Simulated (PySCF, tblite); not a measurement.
# thioanisole (C₇H₈S): a rotation path, then NMR shifts on frames

Aim: move thioanisole (C₇H₈S) (`CSc1ccccc1`) away from its starting geometry and see how NMR shifts follow the geometry.

The runs use tblite 0.8.0 and PySCF 2.14.0, with density-fitted response routines of our own; the level of theory stands in each step. All values are computed, except where a source is named. Atoms are numbered from 0 throughout.

**1. The molecule as given**

16 atoms, charge 0, multiplicity 1; geometry from: GFN2-xTB.

Bonds of the start (Å): C0–S1 1.82, S1–C2 1.77, C2–C3 1.39, C3–C4 1.38, C4–C5 1.38, C5–C6 1.39, C6–C7 1.38, C7–C2 1.39, C0–H8 1.09, C0–H9 1.09, C0–H10 1.09, C3–H11 1.08, C4–H12 1.08, C5–H13 1.08, C6–H14 1.08, C7–H15 1.08.

**2. The rotation path with GFN2-xTB**

The job: settings as JSON, then the geometry in Å.

```
{"job": {"kind": "neb", "xc": "GFN2-xTB", "basis": "xTB", "atoms": [7, 2, 1, 0], "turn": 120}, "charge": 0, "multiplicity": 1}
C     -2.792897    -0.851646    -0.459847
S     -1.986544     0.761051    -0.672718
C     -0.308984     0.473098    -0.193533
C      0.182156    -0.755983     0.221563
C      1.516177    -0.876842     0.573201
C      2.363808     0.214445     0.515542
C      1.870495     1.441702     0.099545
C      0.543077     1.573422    -0.252823
H     -3.829441    -0.698839    -0.744115
H     -2.336208    -1.586824    -1.116014
H     -2.737677    -1.161046     0.579832
H     -0.457564    -1.622419     0.276579
H      1.890743    -1.837409     0.895831
H      3.402594     0.111481     0.790668
H      2.524065     2.299915     0.051401
H      0.148602     2.524838    -0.576524
```

Method: GFN2-xTB climbing-image nudged elastic band, gas phase.

On the command line:

```bash
$ OMP_NUM_THREADS=1 python probes_run.py task.json out
```

One launch serves the whole session: the jobs run in the order shown.

What it wrote:

```text
image   E - E0 / eV
  0       0.0000
  1       0.0178
  2       0.0504
  3       0.0789
  4       0.0872
  5       0.0669
  6       0.0479
  7       0.0174
  8      -0.0000
```

Wall time 16 s (1 thread, shared host).

The final band, with the dihedral C7–C2–S1–C0:

```csv
image,dihedral (°),energy (eV),energy (kcal/mol)
0,-179,0.000,0.0
1,-157,0.018,0.4
2,-134,0.050,1.2
3,-110,0.079,1.8
4,-87,0.087,2.0
5,-64,0.067,1.5
6,-41,0.048,1.1
7,-20,0.017,0.4
8,-1,0.000,0.0
```

**3. Shielding tensors: image 0, PBE0/pcSseg-1**

The job: settings as JSON, then the geometry in Å.

```
{"job": {"kind": "nmr", "xc": "PBE0", "basis": "pcSseg-1", "pop": false}, "charge": 0, "multiplicity": 1}
C     -2.792900    -0.851600    -0.459800
S     -1.986500     0.761100    -0.672700
C     -0.309000     0.473100    -0.193500
C      0.182200    -0.756000     0.221600
C      1.516200    -0.876800     0.573200
C      2.363800     0.214400     0.515500
C      1.870500     1.441700     0.099500
C      0.543100     1.573400    -0.252800
H     -3.829400    -0.698800    -0.744100
H     -2.336200    -1.586800    -1.116000
H     -2.737700    -1.161000     0.579800
H     -0.457600    -1.622400     0.276600
H      1.890700    -1.837400     0.895800
H      3.402600     0.111500     0.790700
H      2.524100     2.299900     0.051400
H      0.148600     2.524800    -0.576500
```

Method: GIAO PBE0/pcSseg-1 NMR shielding, non-relativistic, gas phase.

What it wrote:

```text
coarse grid: 14192 points
cycle   1  E = -669.1428024414  dE =  1.280e+00  |g| = 3.532e-01  |ddm| = 3.990e+00
cycle   2  E = -669.1420713634  dE =  7.311e-04  |g| = 3.735e-01  |ddm| = 9.089e-01
cycle   3  E = -669.1774934678  dE = -3.542e-02  |g| = 6.446e-02  |ddm| = 4.056e-01
cycle   4  E = -669.1783665350  dE = -8.731e-04  |g| = 3.707e-02  |ddm| = 1.211e-01
cycle   5  E = -669.1787273066  dE = -3.608e-04  |g| = 1.039e-02  |ddm| = 4.854e-02
cycle   6  E = -669.1787555272  dE = -2.822e-05  |g| = 1.979e-03  |ddm| = 1.489e-02
cycle   7  E = -669.1787563548  dE = -8.275e-07  |g| = 3.217e-04  |ddm| = 2.143e-03
final grid: 133184 points
cycle   8  E = -669.2290441803  dE = -3.330e-05  |g| = 9.136e-03  |ddm| = 5.390e-02
cycle   9  E = -669.2290331070  dE =  1.107e-05  |g| = 1.128e-02  |ddm| = 2.115e-02
cycle  10  E = -669.2290656005  dE = -3.249e-05  |g| = 7.404e-04  |ddm| = 1.257e-02
cycle  11  E = -669.2290657322  dE = -1.317e-07  |g| = 3.335e-04  |ddm| = 1.453e-03
cycle  12  E = -669.2290657610  dE = -2.881e-08  |g| = 9.523e-05  |ddm| = 4.051e-04
cycle  13  E = -669.2290657633  dE = -2.355e-09  |g| = 2.454e-05  |ddm| = 1.267e-04
cycle  14  E = -669.2290657635  dE = -1.351e-10  |g| = 7.189e-06  |ddm| = 2.770e-05
converged SCF energy = -669.2290657635

GIAO shielding tensors (ppm)
atom      isotropic    diamagn.    paramagn.     s11        s22        s33       span
  0 C      168.684     252.088     -83.404    160.314    162.882    182.857     22.543
  1 S      490.361    1056.625    -566.264    348.152    399.520    723.411    375.259
  2 C       38.610     261.275    -222.665    -50.268     11.620    154.478    204.746
  3 C       62.034     252.720    -190.686    -44.136     50.235    180.004    224.140
  4 C       52.158     252.912    -200.754    -60.079     39.989    176.563    236.643
  5 C       58.656     253.527    -194.871    -48.327     45.666    178.629    226.955
  6 C       53.229     253.478    -200.249    -57.082     39.764    177.005    234.087
  7 C       56.433     250.010    -193.578    -47.225     49.400    167.122    214.348
  8 H       29.451      27.969       1.482     24.135     26.784     37.434     13.298
  9 H       29.254      30.996      -1.742     24.695     26.653     36.415     11.719
 10 H       29.271      31.003      -1.732     24.725     26.671     36.418     11.693
 11 H       24.731      34.685      -9.953     19.765     23.330     31.098     11.334
 12 H       24.140      30.766      -6.626     20.582     24.436     27.403      6.821
 13 H       24.440      29.707      -5.267     21.124     25.356     26.842      5.718
 14 H       24.196      29.520      -5.324     20.753     24.885     26.950      6.197
 15 H       24.251      31.566      -7.315     19.765     23.283     29.705      9.940
```

It took 91 s on 1 thread, shared host.

The references, computed at this level on geometries of the same kind, shield at (ppm): 1H TMS 31.72, 13C TMS 186.9, 33S CS2 504. Their shielding less the atom's gives the shift. The references are single molecules in the gas phase. Each atom is listed at this fixed geometry, with no averaging over motion; a spectrum would average atoms that exchange fast.

```csv
atoms,environment,σ (ppm),δ (ppm)
C2,aromatic carbon bearing sulfur,38.6,148.3
C4,aromatic CH,52.2,134.8
C6,aromatic CH,53.2,133.7
C7,aromatic CH,56.4,130.5
C5,aromatic CH,58.7,128.3
C3,aromatic CH,62.0,124.9
C0,methyl carbon bonded to S,168.7,18.2
H12,hydrogen on an aromatic CH,24.14,7.58
H14,hydrogen on an aromatic CH,24.20,7.52
H15,hydrogen on an aromatic CH,24.25,7.47
H13,hydrogen on an aromatic CH,24.44,7.28
H11,hydrogen on an aromatic CH,24.73,6.99
H9,hydrogen on a methyl carbon bonded to S,29.25,2.46
H10,hydrogen on a methyl carbon bonded to S,29.27,2.45
H8,hydrogen on a methyl carbon bonded to S,29.45,2.27
S1,sulfide sulfur,490,13
```

Ring of atoms C2, C3, C4, C5, C6, C7: NICS(0) -8.0, NICS(1) -10.7, NICS(1)zz -26.8 ppm (means of both faces).

**4. Nuclear shieldings: image 2, PBE0/pcSseg-1**

The job: settings as JSON, then the geometry in Å.

```
{"job": {"kind": "nmr", "xc": "PBE0", "basis": "pcSseg-1", "pop": false}, "charge": 0, "multiplicity": 1}
C     -2.830500    -0.678000    -0.257000
S     -1.804400     0.411200    -1.293100
C     -0.217000     0.301600    -0.496800
C      0.359700    -0.914400    -0.161100
C      1.619400    -0.939700     0.410000
C      2.310600     0.238400     0.638600
C      1.734100     1.450300     0.296800
C      0.473400     1.484300    -0.269000
H     -3.838200    -0.591300    -0.650600
H     -2.496600    -1.708300    -0.324800
H     -2.800800    -0.325000     0.769400
H     -0.163100    -1.839300    -0.352200
H      2.069400    -1.887500     0.666600
H      3.296000     0.211700     1.079400
H      2.266700     2.372900     0.472500
H      0.013600     2.422000    -0.540200
```

Method: GIAO PBE0/pcSseg-1 NMR shielding, non-relativistic, gas phase.

What it wrote:

```text
coarse grid: 14192 points
cycle   1  E = -669.1437763411  dE =  1.263e+00  |g| = 3.413e-01  |ddm| = 3.961e+00
cycle   2  E = -669.1469620953  dE = -3.186e-03  |g| = 3.433e-01  |ddm| = 8.660e-01
cycle   3  E = -669.1766874079  dE = -2.973e-02  |g| = 5.599e-02  |ddm| = 3.655e-01
cycle   4  E = -669.1772616083  dE = -5.742e-04  |g| = 3.592e-02  |ddm| = 1.111e-01
cycle   5  E = -669.1776030471  dE = -3.414e-04  |g| = 9.804e-03  |ddm| = 5.081e-02
cycle   6  E = -669.1776281514  dE = -2.510e-05  |g| = 2.024e-03  |ddm| = 1.486e-02
cycle   7  E = -669.1776290111  dE = -8.597e-07  |g| = 2.480e-04  |ddm| = 2.170e-03
final grid: 133184 points
cycle   8  E = -669.2278678059  dE = -2.860e-05  |g| = 9.024e-03  |ddm| = 4.753e-02
cycle   9  E = -669.2278577049  dE =  1.010e-05  |g| = 1.104e-02  |ddm| = 2.141e-02
cycle  10  E = -669.2278888487  dE = -3.114e-05  |g| = 6.613e-04  |ddm| = 1.257e-02
cycle  11  E = -669.2278889427  dE = -9.403e-08  |g| = 3.154e-04  |ddm| = 1.198e-03
cycle  12  E = -669.2278889682  dE = -2.547e-08  |g| = 8.728e-05  |ddm| = 4.002e-04
cycle  13  E = -669.2278889703  dE = -2.056e-09  |g| = 2.273e-05  |ddm| = 1.279e-04
cycle  14  E = -669.2278889704  dE = -1.046e-10  |g| = 8.638e-06  |ddm| = 3.234e-05
converged SCF energy = -669.2278889704

GIAO shielding tensors (ppm)
atom      isotropic    diamagn.    paramagn.     s11        s22        s33       span
  0 C      163.322     250.765     -87.443    143.166    160.717    186.083     42.917
  1 S      498.100    1056.459    -558.359    359.641    407.303    727.357    367.716
  2 C       39.655     261.372    -221.717    -52.708     16.797    154.875    207.583
  3 C       51.950     252.257    -200.307    -54.962     38.638    172.174    227.136
  4 C       52.605     253.482    -200.877    -58.451     39.820    176.445    234.897
  5 C       55.270     253.498    -198.229    -52.883     39.624    179.068    231.950
  6 C       53.030     253.793    -200.763    -56.056     38.937    176.211    232.267
  7 C       49.949     249.894    -199.945    -54.448     44.499    159.796    214.244
  8 H       29.642      28.245       1.397     24.597     26.607     37.722     13.125
  9 H       28.921      30.830      -1.908     23.424     27.694     35.646     12.222
 10 H       29.241      30.423      -1.182     24.561     27.593     35.568     11.008
 11 H       24.060      33.207      -9.146     19.539     22.396     30.247     10.708
 12 H       24.138      30.658      -6.520     20.696     24.500     27.218      6.521
 13 H       24.289      29.718      -5.429     21.065     25.037     26.765      5.700
 14 H       24.206      29.807      -5.601     20.787     24.833     27.000      6.212
 15 H       23.943      31.844      -7.901     19.743     22.920     29.166      9.423
```

It took 84 s on 1 thread, shared host.

In short: δ C2 147.3, C7 137.0, C3 135.0, C4 134.3, H15 7.77, H11 7.66 ppm.

[end of part 1 of 2]
